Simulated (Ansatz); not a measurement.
# H5NOSi + AsH3: a complex and its separated parts

Aim: how far the complex at one end of a reaction step lies below its separated, relaxed parts, level by level.

Method: PBE0-D4/def2-TZVP structures, single points in def2-TZVPP, no counterpoise correction; program: Ansatz 0.2.0, Gaussian basis.

Levels: SPW92, PBE-D4, BLYP-D4, r2SCAN-D4, B97M-V, PBE0-D4, B3LYP-D4, r2SCAN0-D4, BHLYP-D4, CAM-B3LYP-D4, wB97X-V, wB97M-V, B2PLYP, PBE-QIDH, RPA on PBE, Hartree-Fock, MP2, CCSD, CCSD(T).

Cores are frozen in the correlated methods. Filled d shells of the heavier atoms are correlated. B3LYP uses VWN-RPA correlation. B2PLYP carries no dispersion term here.

94 further runs of the same task are left out: 94 set aside as unsound or not needed. Runs told in other sessions of the task aren't counted.

## 1. Where the work starts

The complex: 12 atoms, charge 0, spin multiplicity 1.

Atoms are counted from 1 here; the program's logs count them from 0.

Bond lengths: Si1–N2 1.720 Å, Si1–H3 1.489 Å, Si1–H4 1.484 Å, Si1–O5 1.640 Å, N2–H8 1.008 Å, N2–H9 1.007 Å, O5–H10 0.964 Å, H6–As7 1.516 Å, As7–H11 1.516 Å, As7–H12 1.523 Å. Angles: N2–Si1–H3 104.0°, N2–Si1–H4 114.9°, N2–Si1–O5 111.2°, H3–Si1–H4 110.4°, H3–Si1–O5 113.4°, H4–Si1–O5 103.3°, Si1–N2–H8 121.1°, Si1–N2–H9 119.2°, H8–N2–H9 111.1°, Si1–O5–H10 115.0°, H6–As7–H11 93.4°, H6–As7–H12 93.4°, H11–As7–H12 93.2°.

Geometry (Å):

```csv
atom,x (Å),y (Å),z (Å)
Si1,-0.7215,-1.5860,0.4429
N2,0.3040,-0.5032,1.2996
H3,0.2167,-2.3905,-0.3870
H4,-1.5472,-2.4736,1.2990
O5,-1.8368,-0.7710,-0.4411
H6,0.6062,2.6071,-0.0400
As7,0.4583,1.7772,-1.3002
H8,-0.0395,0.0292,2.0831
H9,1.2761,-0.7381,1.4188
H10,-1.4836,-0.0543,-0.9810
H11,1.8527,1.1922,-1.1861
H12,0.9147,2.9110,-2.2081
```

Its parts: H5NOSi holds atoms 1, 2, 3, 4, 5, 8, 9, 10; AsH3 holds atoms 6, 7, 11, 12. Each part counts its atoms afresh in its own runs.

## 2. Relaxing H5NOSi alone

Contents of relax-a/in.yaml:

```yaml
crystal:
  periodic: [false, false, false]
  atoms:
    - {symbol: Si, position_ang: [-0.721502, -1.585977, 0.442898]}
    - {symbol: N, position_ang: [0.303966, -0.503184, 1.299583]}
    - {symbol: H, position_ang: [0.216742, -2.390463, -0.386959]}
    - {symbol: H, position_ang: [-1.547238, -2.473554, 1.299017]}
    - {symbol: O, position_ang: [-1.836800, -0.771009, -0.441088]}
    - {symbol: H, position_ang: [-0.039464, 0.029230, 2.083135]}
    - {symbol: H, position_ang: [1.276066, -0.738142, 1.418818]}
    - {symbol: H, position_ang: [-1.483647, -0.054305, -0.980979]}
basis:
  gaussian: {orbitals: def2-TZVP}
hamiltonian: {xc: pbe0, dispersion: d4}
relax: {f_tol: 0.005, max_steps: 200}
```

On the command line:

```bash
> ansatz run in.yaml --threads 8 --pin off --events-out ev --progress --plain --max-ram 19148MiB
```

After this run come: Relaxing AsH3 alone; SPW92/def2-TZVPP; PBE-D4/def2-TZVPP; BLYP-D4/def2-TZVPP; r2SCAN-D4/def2-TZVPP; B97M-V/def2-TZVPP; PBE0-D4/def2-TZVPP; B3LYP-D4/def2-TZVPP; r2SCAN0-D4/def2-TZVPP; BHLYP-D4/def2-TZVPP; CAM-B3LYP-D4/def2-TZVPP; wB97X-V/def2-TZVPP; wB97M-V/def2-TZVPP; B2PLYP/def2-TZVPP; PBE-QIDH/def2-TZVPP; RPA on PBE/def2-TZVPP; CCSD(T)/def2-TZVPP; Vibrations of H5NOSi; Vibrations of AsH3.

What does the calculation give? Wanted: complex less parts, CCSD(T)/def2-TZVPP; with zero-point energy; largest T1 diagnostic.

**Answer**, as computed:

| quantity | value |
| --- | --- |
| complex less parts, CCSD(T)/def2-TZVPP | -0.148 eV |
| with zero-point energy | -0.090 eV |
| largest T1 diagnostic | 0.013 |

What this shows: At CCSD(T) the complex lies 0.148 eV below its parts. wB97X-V is the best functional here (-0.005 eV from CCSD(T)); SPW92 is the worst (-0.094 eV). By rung, the mean size of the error is: LDA 0.094, GGA 0.038, meta-GGA 0.015, hybrid 0.027, range-separated hybrid 0.008, double hybrid 0.038 eV. The double hybrids carry no dispersion term here, unlike the levels marked D4 or V. PBE-D4 gives a relative energy 0.041 eV too low, inside chemical accuracy (1 kcal/mol, 0.043 eV). No counterpoise was applied, and triple zeta lacks some correlation, so the CCSD(T) reference has a basis error of its own, and close matches with it are partly luck.
